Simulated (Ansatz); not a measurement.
# CH₃NSe: how energies converge with the basis set

One table from this session's results is given with a row withheld; the runs are named, their logs left out.

Program: Ansatz 0.2.0, Gaussian basis. Level of theory: one geometry, several basis sets. These are calculated values, not measurements.

Levels to be run: PBE0-D4/def2-SVP; ωB97M-V/def2-SVP; PBE0-D4/def2-QZVPP; ωB97M-V/def2-QZVPP; the functionals' def2-TZVPP values are taken from earlier runs.

## The relaxed structure

The geometry comes from an earlier relaxation with PBE0-D4 in a triple-zeta def2 set; it is a stationary point.

SMILES `NC=[Se]`, 6 atoms, charge 0, spin multiplicity 1.

Atoms are counted from 1 here; the program's logs count them from 0.

Bond lengths: N1–C2 1.328 Å, N1–H4 1.006 Å, N1–H5 1.008 Å, C2–Se3 1.780 Å, C2–H6 1.089 Å. Angles: C2–N1–H4 121.8°, C2–N1–H5 119.3°, H4–N1–H5 118.9°, N1–C2–Se3 126.0°, N1–C2–H6 113.4°, Se3–C2–H6 120.6°.

Set-up of the first run:

The input, in.yaml:

```yaml
crystal:
  periodic: [false, false, false]
  atoms:
    - {symbol: N, position_ang: [-0.202264, -0.416433, 0.582412]}
    - {symbol: C, position_ang: [0.024708, 0.355014, -0.474915]}
    - {symbol: Se, position_ang: [1.616590, 0.714583, -1.184375]}
    - {symbol: H, position_ang: [-1.132106, -0.576897, 0.930863]}
    - {symbol: H, position_ang: [0.575718, -0.854360, 1.050313]}
    - {symbol: H, position_ang: [-0.882656, 0.778094, -0.904299]}
basis:
  gaussian: {orbitals: def2-SVP}
hamiltonian: {xc: pbe0, dispersion: d4}
output: {orbitals: {seedname: orbitals}}
```

The run is started by

```
$ ansatz run in.yaml --threads 2 --pin off --events-out ev --progress --plain --max-ram 4352MiB
```

Steps of the session up to this table: PBE0-D4 in def2-SVP; ωB97M-V in def2-SVP; PBE0-D4 in def2-QZVPP; ωB97M-V in def2-QZVPP.

One of the session's tables, all rows but one given; the rest of the session is left out.

It belongs to the step «Functionals by basis». 

| functional | basis | HOMO (eV) |
| --- | --- | --- |
| PBE0-D4 | def2-SVP | -5.67 |
| PBE0-D4 | def2-TZVPP | ? |
| PBE0-D4 | def2-QZVPP | -5.94 |
| ωB97M-V | def2-SVP | -7.78 |
| ωB97M-V | def2-TZVPP | -8.04 |
| ωB97M-V | def2-QZVPP | -8.08 |

Estimate the missing values for PBE0-D4, def2-TZVPP.

**Answer.** HOMO (eV): -5.91. In the column «HOMO (eV)» it lies between PBE0-D4, def2-QZVPP (-5.94) and PBE0-D4, def2-SVP (-5.67).
